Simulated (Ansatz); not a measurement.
**C2H5InO: small, medium and large basis sets**

How large a basis does C2H5InO need? Two functionals are run in growing sets.

Method: one geometry, several basis sets; program: Ansatz 0.2.0, Gaussian basis.

Plan: PBE0-D4/def2-SVP; ωB97M-V/def2-SVP; PBE0-D4/def2-QZVPP; ωB97M-V/def2-QZVPP; the functionals' def2-TZVPP values are taken from earlier runs.

1 further run of the same task is left out (for a known fault of the program).

**1. The relaxed structure**

All runs share one geometry, relaxed beforehand with PBE0-D4 in a triple-zeta def2 set. In takes the def2 core potential; no spin-orbit term is included.

SMILES `C[C](=O)[InH2]`, 9 atoms, charge 0, spin multiplicity 1.

Atoms are counted from 1 here; the program's logs count them from 0.

Bond lengths: C1–C2 1.499 Å, C1–H5 1.093 Å, C1–H6 1.095 Å, C1–H7 1.095 Å, C2–O3 1.209 Å, C2–In4 2.211 Å, In4–H8 1.725 Å, In4–H9 1.725 Å. Angles: C2–C1–H5 111.2°, C2–C1–H6 109.2°, C2–C1–H7 109.1°, H5–C1–H6 110.2°, H5–C1–H7 110.2°, H6–C1–H7 106.8°, C1–C2–O3 122.1°, C1–C2–In4 127.4°, O3–C2–In4 110.5°, C2–In4–H8 118.8°, C2–In4–H9 118.8°, H8–In4–H9 121.5°.

**2. PBE0-D4 in def2-SVP**

File in.yaml:

```yaml
crystal:
  periodic: [false, false, false]
  atoms:
    - {symbol: C, position_ang: [0.344366, 1.187981, -0.839107]}
    - {symbol: C, position_ang: [0.606971, -0.087086, -0.096193]}
    - {symbol: O, position_ang: [1.705829, -0.590261, -0.051569]}
    - {symbol: In, position_ang: [-0.847814, -1.304767, 1.038770]}
    - {symbol: H, position_ang: [1.255318, 1.565495, -1.309789]}
    - {symbol: H, position_ang: [-0.427239, 1.011083, -1.595074]}
    - {symbol: H, position_ang: [-0.058668, 1.931615, -0.144251]}
    - {symbol: H, position_ang: [-1.599822, -2.644660, 0.254646]}
    - {symbol: H, position_ang: [-0.978940, -1.069402, 2.742578]}
basis:
  gaussian: {orbitals: def2-SVP}
hamiltonian: {xc: pbe0, dispersion: d4}
output: {orbitals: {seedname: orbitals}}
```

Run with:

```bash
ansatz run in.yaml --threads 2 --pin off --events-out ev --progress --plain --max-ram 4352MiB
```

The runs that follow: ωB97M-V in def2-SVP; PBE0-D4 in def2-QZVPP; ωB97M-V in def2-QZVPP.

Q: Predict the results of all the runs planned. Wanted: PBE0-D4: double and triple zeta above quadruple; ωB97M-V: double and triple zeta above quadruple.

**Answer**, as computed:

```
                                       quantity          value
PBE0-D4: double and triple zeta above quadruple  5.33, 0.28 eV
ωB97M-V: double and triple zeta above quadruple  5.55, 0.27 eV
```

In words: For PBE0-D4 the step from double to triple zeta gains 5.05 eV and the next only 0.28 eV. These are total energies; as a rule much of such shifts cancels in differences, which this series doesn't test.
